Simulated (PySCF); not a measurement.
# One shape, several levels: AlSiH5SO2 (SMILES [OH][Al]([SH])[O][SiH3])

We compute a comparison of 6 runs (HF/def2-SVP, B3LYP/6-31G*, CAM-B3LYP/6-31G**, PBE0/def2-SVP, r2SCAN/6-311G**, MP2/def2-SVP) of AlSiH5SO2. Input form: a Python script.

The results are computed with PySCF 2.14.0.

### 1 The structure to begin with

AlSiH5SO2: 10 atoms, total charge 0, spin state singlet. SMILES: `[OH][Al]([SH])[O][SiH3]`. The shape is that of a PBE0-D4/def2-TZVP optimisation. This is one conformer, not always the lowest.

Bond lengths: O1–Al2 1.685 Å, Al2–S3 2.173 Å, Al2–O4 1.672 Å, O4–Si5 1.625 Å, O1–H6 0.955 Å, S3–H7 1.344 Å, Si5–H8 1.487 Å, Si5–H9 1.487 Å, Si5–H10 1.487 Å. Some angles: O1–Al2–S3 121.1°, O1–Al2–O4 119.2°, S3–Al2–O4 119.7°, Al2–O4–Si5 167.1°, Al2–O1–H6 124.3°, Al2–S3–H7 92.2°, O4–Si5–H8 110.1°, O4–Si5–H9 110.5°, O4–Si5–H10 109.5°, H8–Si5–H9 109.0°.

### 2 Energy and forces at HF/def2-SVP (run 1)

calc.py

```python
from pyscf import gto, scf

mol = gto.M(
    atom=[
    ('O', (-1.746300, 0.961600, 1.542600)),
    ('Al', (-0.197000, 0.862300, 0.888700)),
    ('S', (1.391400, 2.184800, 1.558500)),
    ('O', (0.115600, -0.274800, -0.296000)),
    ('Si', (0.068100, -1.469200, -1.396800)),
    ('H', (-2.005600, 1.582100, 2.220800)),
    ('H', (2.280100, 1.629900, 0.716200)),
    ('H', (-0.668400, -1.019900, -2.607700)),
    ('H', (-0.608800, -2.668100, -0.835500)),
    ('H', (1.454000, -1.839800, -1.787800)),
],
    charge=0,
    max_memory=1860,
    basis='def2-svp',
    verbose=3,
)

mf = scf.RHF(mol)
mf.conv_tol = 1e-10
mf.kernel()
if not mf.converged:
    mf = mf.newton().run(mf.mo_coeff, mf.mo_occ)

e_tot = mf.e_tot
print('E(%s) = %.9f' % ('HF', e_tot))
grad = mf.nuc_grad_method().kernel()
mf.analyze()
```

Started as:

```console
OMP_NUM_THREADS=1 python calc.py
```

Standard output:

```text
converged SCF energy = -1080.81838528488
[... 26 lines left out ...]
MO #17  energy= -3.23524626737698  occ= 2
[... 17 lines left out ...]
MO #35  energy= 0.160215179478005  occ= 0
[... 17 lines left out ...]
MO #53  energy= 0.665565426973119  occ= 0
[... 17 lines left out ...]
MO #71  energy= 1.16163720094337   occ= 0
[... 17 lines left out ...]
MO #89  energy= 1.99740625887712   occ= 0
[... 17 lines left out ...]
MO #107 energy= 4.11233387717658   occ= 0
[... 11 lines left out ...]
Dipole moment(X, Y, Z, Debye):  0.09828,  0.28015,  0.24612
```

It took 9.3 s on 1 thread of Arm Neoverse V1, shared host; peak memory 0.24 GiB.

### 3 Energy and gradient at B3LYP/6-31G(d) (spherical functions) (run 2)

calc.py

```python
# [OH][Al]([SH])[O][SiH3]
from pyscf import gto, dft

mol = gto.Mole()
mol.atom = [
    ('O', (-1.746300, 0.961600, 1.542600)),
    ('Al', (-0.197000, 0.862300, 0.888700)),
    ('S', (1.391400, 2.184800, 1.558500)),
    ('O', (0.115600, -0.274800, -0.296000)),
    ('Si', (0.068100, -1.469200, -1.396800)),
    ('H', (-2.005600, 1.582100, 2.220800)),
    ('H', (2.280100, 1.629900, 0.716200)),
    ('H', (-0.668400, -1.019900, -2.607700)),
    ('H', (-0.608800, -2.668100, -0.835500)),
    ('H', (1.454000, -1.839800, -1.787800)),
]
mol.charge = 0
mol.verbose = 3
mol.max_memory = 1860
mol.basis = '6-31g*'
mol.build()

ks = dft.RKS(mol, xc='b3lyp')
ks.grids.level = 5
ks.conv_tol = 1e-10
ks.kernel()
if not ks.converged:
    ks = ks.newton().run(ks.mo_coeff, ks.mo_occ)

energy = ks.e_tot
print('E = %.10f Eh' % energy)
grad = ks.nuc_grad_method().kernel()
dip = ks.dip_moment()
pop, q = ks.mulliken_pop()
```

Started as:

```console
OMP_NUM_THREADS=1 python calc.py
```

Standard output:

```text
converged SCF energy = -1083.74719318254
[... 9 lines left out ...]
Dipole moment(X, Y, Z, Debye): -0.04696,  0.17762,  0.18876
[... 103 lines left out ...]
charge of    9H =     -0.09823
```

Run time: 50 s. Hardware: 1 thread of Arm Neoverse V1, shared host; peak memory 0.91 GiB.

Runs 3 to 5 aren't shown in full; the table further down has their settings and results.

### 4 Energy and forces at MP2/def2-SVP (run 6)

calc.py

```python
from pyscf import gto, scf, mp

system = gto.M(
    atom='''
O   -1.746300   0.961600   1.542600
Al  -0.197000   0.862300   0.888700
S    1.391400   2.184800   1.558500
O    0.115600  -0.274800  -0.296000
Si   0.068100  -1.469200  -1.396800
H   -2.005600   1.582100   2.220800
H    2.280100   1.629900   0.716200
H   -0.668400  -1.019900  -2.607700
H   -0.608800  -2.668100  -0.835500
H    1.454000  -1.839800  -1.787800
''',
    verbose=3,
    max_memory=1860,
    basis='def2-svp',
    charge=0,
)

mf = scf.RHF(system)
mf.conv_tol = 1e-10
mf.kernel()
if not mf.converged:
    mf = mf.newton().run(mf.mo_coeff, mf.mo_occ)

pt = mp.MP2(mf, frozen=17).run()
e_final = pt.e_tot
print('E(%s) = %.9f' % ('MP2', e_final))
grad = pt.nuc_grad_method().kernel()
mf.analyze()
```

Started as:

```console
OMP_NUM_THREADS=1 python calc.py
```

Standard output:

```text
converged SCF energy = -1080.81838528488
[... 28 lines left out ...]
MO #17  energy= -3.23524626737698  occ= 2
[... 17 lines left out ...]
MO #35  energy= 0.160215179478005  occ= 0
[... 17 lines left out ...]
MO #53  energy= 0.665565426973119  occ= 0
[... 17 lines left out ...]
MO #71  energy= 1.16163720094337   occ= 0
[... 17 lines left out ...]
MO #89  energy= 1.99740625887712   occ= 0
[... 17 lines left out ...]
MO #107 energy= 4.11233387717658   occ= 0
[... 11 lines left out ...]
Dipole moment(X, Y, Z, Debye):  0.09828,  0.28015,  0.24612
```

It took 20 s on 1 thread of Arm Neoverse V1, shared host; peak memory 0.87 GiB.

### 5 All runs side by side

```tsv
run	level	integration grid	frozen core orbitals	energy (Eh)	dipole moment (D) of the reference	HOMO energy (eV)	LUMO energy (eV)	wall time
1	HF/def2-SVP	–	–	-1080.818385	0.39	-10.51	2.50	9.3 s
2	B3LYP/6-31G* (spherical functions)	5	–	-1083.747193	0.26	-7.41	-0.77	50 s
3	CAM-B3LYP/6-31G** (spherical functions)	5	–	-1083.671516	0.18	-8.98	0.42	1.7 min
4	PBE0/def2-SVP	5	–	-1082.809038	0.47	-7.66	-0.41	50 s
5	r2SCAN/6-311G**	5	–	-1083.672093	0.24	-6.88	-1.01	2.6 min
6	MP2/def2-SVP	–	17	-1081.473472	0.39	-10.51	2.50	20 s
```

### 6 Results

```
                                           quantity           value
                                run 6: total energy  -1081.47347 Eh
        run 6: dipole moment (Hartree–Fock density)          0.39 D
         run 6: HOMO energy (Hartree–Fock orbitals)       -10.51 eV
         run 6: LUMO energy (Hartree–Fock orbitals)         2.50 eV
       run 6: HOMO–LUMO gap (Hartree–Fock orbitals)        13.01 eV
run 6: correlation energy (17 core orbitals frozen)      -655.1 mEh
                    run 6: largest force on an atom      0.984 eV/Å
```

**Reading.** Over runs 1, 2, 3, 4, 5 the dipole moment (its size) runs from 0.18 D (CAM-B3LYP/6-31G**) to 0.47 D (PBE0/def2-SVP). The two ends differ in method and basis. Over runs 1, 2, 3, 4, 5 the HOMO–LUMO gap runs from 5.87 eV (r2SCAN/6-311G**) to 13.01 eV (HF/def2-SVP). Totals of different functionals can't be ranked against each other. All runs together took 6.4 min, the longest 2.6 min.
